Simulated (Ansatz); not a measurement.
# Ti8SiO16: the cost of one run

Method: DFT PBE+D3(BJ), plane waves, PAW, scalar-relativistic, no spin polarisation, in Ansatz 0.2.0.

1 further run of the same task is left out (it didn't finish).

## (1) The system as given

The cell holds 25 atoms (O16SiTi8): a = 6.494 Å, b = 6.494 Å, c = 5.915 Å, α = 90.00°, β = 90.00°, γ = 90.00°.

The coordinates stand in the first input below.

## (2) Relaxing the start

input.yaml

```yaml
accuracy: low
crystal:
  lattice:
    - [-4.5922, -4.5922, 0.0]
    - [4.5922, -4.5922, 0.0]
    - [0.0, 0.0, 5.9148]
  atoms:
    - { symbol: Ti, position: [0.5, 0.5, 0.0] }
    - { symbol: Ti, position: [0.0, 0.5, 0.25] }
    - { symbol: O, position: [0.19504, 0.5, 0.0] }
    - { symbol: O, position: [0.0, 0.19504, 0.25] }
    - { symbol: O, position: [0.80496, 0.5, 0.0] }
    - { symbol: O, position: [0.0, 0.80496, 0.25] }
    - { symbol: Ti, position: [0.5, 0.5, 0.5] }
    - { symbol: Ti, position: [0.0, 0.5, 0.75] }
    - { symbol: O, position: [0.19504, 0.5, 0.5] }
    - { symbol: O, position: [0.0, 0.19504, 0.75] }
    - { symbol: O, position: [0.80496, 0.5, 0.5] }
    - { symbol: O, position: [0.0, 0.80496, 0.75] }
    - { symbol: Ti, position: [0.0, 0.0, 0.0] }
    - { symbol: Ti, position: [0.5, 0.0, 0.25] }
    - { symbol: O, position: [0.69504, 0.0, 0.0] }
    - { symbol: O, position: [0.5, 0.69504, 0.25] }
    - { symbol: O, position: [0.30496, 0.0, 0.0] }
    - { symbol: O, position: [0.5, 0.30496, 0.25] }
    - { symbol: Ti, position: [0.0, 0.0, 0.5] }
    - { symbol: Ti, position: [0.5, 0.0, 0.75] }
    - { symbol: O, position: [0.69504, 0.0, 0.5] }
    - { symbol: O, position: [0.5, 0.69504, 0.75] }
    - { symbol: O, position: [0.30496, 0.0, 0.5] }
    - { symbol: O, position: [0.5, 0.30496, 0.75] }
    - { symbol: Si, position: [0.2457101, 0.254997, 0.8686002] }
basis:
  ecutwfc: 420.0
kpoints:
  mp_grid: { grid: [2, 2, 2] }
hamiltonian:
  xc: pbe
  dispersion: d3bj
  pseudopotentials: { kind: paw, azcp: { folder: soft_1 } }
scf:
  occupations: { method: fermi_dirac, width: 0.05 }
  lower_state_search: "off"
relax:
  f_tol: 0.08
  max_steps: 25
  adjacent_minimum: "off"
```

The run is started by

```bash
> ansatz run input.yaml --threads 2 --pin off --max-ram 5120MiB --backend cpu --events-out ev --progress --plain --runs-dir out
```

What time and memory should one allow on 2 threads of Arm Neoverse N1, shared host?

About 4.5 min, with a peak of 0.76 GiB.
